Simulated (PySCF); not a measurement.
# B13H14N13: the cost of one run

Computed with PySCF 2.14.0 and routines of our own; the level stands in each step. Atoms count from 0.

### 1 The starting structure

40 atoms, charge 0, multiplicity 1; geometry from: GFN2-xTB.

### 2 Core binding energies: delta-SCF UKS SCAN, pcX-2 on the ionised atom, pcseg-1

What the job is given:

```
{"job": {"kind": "xps", "atoms": [16, 18]}, "charge": 0, "multiplicity": 1}
B     -0.593732    -2.037922    -0.000772
N     -1.831859    -1.311950    -0.000633
B     -3.074750    -2.030900    -0.000575
N     -3.041275    -3.460719    -0.001058
B     -1.840346    -4.193601    -0.000509
N     -0.593353    -3.485274    -0.000622
B      3.149545     0.097358    -0.000139
N      1.928280     0.843915     0.000517
B      0.663153     0.137152     0.000581
N      0.645798    -1.304272    -0.000188
B      1.875779    -2.034966     0.000639
N      3.104434    -1.309133     0.000793
B      1.924419     2.294403     0.000618
N      0.675442     3.015664     0.001107
B     -0.556183     2.292608     0.000574
N     -0.583683     0.869594     0.000454
B     -1.835143     0.125392    -0.000032
N     -3.105072     0.772057     0.000033
B     -4.345819     0.099140     0.000363
N     -4.307331    -1.314506     0.000930
B      3.162996     4.470096    -0.001020
N      1.910084     5.137804    -0.000354
B      0.677676     4.449938    -0.000092
N      3.127835     3.062383    -0.000158
B      0.648385    -4.197624     0.000074
N      1.850531    -3.462639     0.000677
H     -3.918222    -3.959231    -0.001353
H     -1.867524    -5.366910     0.000868
H      4.209152     0.609525    -0.001923
H      3.971978    -1.823588     0.000913
H     -1.547641     2.921454    -0.000183
H     -3.106774     1.778297     0.000214
H     -5.363157     0.686077     0.000262
H     -5.171212    -1.834927     0.002452
H      4.177024     5.063153    -0.002171
H      1.896227     6.145789    -0.000987
H     -0.329483     5.052990    -0.001058
H      3.999636     2.559607    -0.001095
H      0.676004    -5.371049     0.000473
H      2.728382    -3.960066     0.001471
```

With the program's defaults for keys left out, this is: delta-SCF UKS SCAN, pcX-2 on the ionised atom, pcseg-1 elsewhere, spin-free X2C (atomic blocks).

The run is started by

```console
OMP_NUM_THREADS=2 python large_run.py task.json out
```

One launch serves the whole session: the jobs run in the order shown.

Q: Estimate the wall time and peak memory of this first job on 2 threads of Arm Neoverse V1, shared host.

About 2 min, with a peak of 1.4 GiB.
